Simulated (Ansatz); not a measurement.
# BrF3Sn: the cost of one run

Computed with Ansatz 0.2.0. Level: RHF/def2-SVPD.

### Step 1. The starting structure

SMILES `[F][Sn]([F])([F])[Br]`, 5 atoms, charge 0, spin multiplicity 1.

Atoms are counted from 1 here; the program's logs count them from 0.

Bond lengths: F1–Sn2 1.946 Å, Sn2–F3 1.946 Å, Sn2–F4 1.946 Å, Sn2–Br5 2.459 Å. Angles: F1–Sn2–F3 106.8°, F1–Sn2–F4 106.8°, F1–Sn2–Br5 112.0°, F3–Sn2–F4 106.7°, F3–Sn2–Br5 112.1°, F4–Sn2–Br5 112.1°.

As a file:

```xyz
5
BrF3Sn
F    -0.9733   -0.4931    1.6257
Sn    0.0128   -0.0664    0.0037
F     1.8448   -0.6558    0.2895
F    -0.7208   -1.1842   -1.4098
Br   -0.1137    2.3259   -0.5506
```

### Step 2. Relaxation

Input file input.yaml:

```yaml
crystal:
  periodic: [false, false, false]
  atoms:
    - { symbol: F, position_ang: [-0.973253, -0.493106, 1.625739] }
    - { symbol: Sn, position_ang: [0.012756, -0.066443, 0.003663] }
    - { symbol: F, position_ang: [1.844766, -0.655845, 0.289491] }
    - { symbol: F, position_ang: [-0.720775, -1.184184, -1.40984] }
    - { symbol: Br, position_ang: [-0.113693, 2.325878, -0.550552] }
basis:
  gaussian: { orbitals: def2-SVPD }
hamiltonian:
  xc: hf
output:
  forces: true
relax:
  f_tol: 0.003
  max_steps: 120
```

The run is started by

```
ansatz run input.yaml --threads 1 --pin off --max-ram 2560MiB --backend cpu --events-out ev --progress --plain --runs-dir out
```

**Question.** How long does this run take on 1 thread of Intel Xeon Platinum 8488C (Sapphire Rapids), shared host, and how much memory does it need?

About 37 s, with a peak of 0.43 GiB.
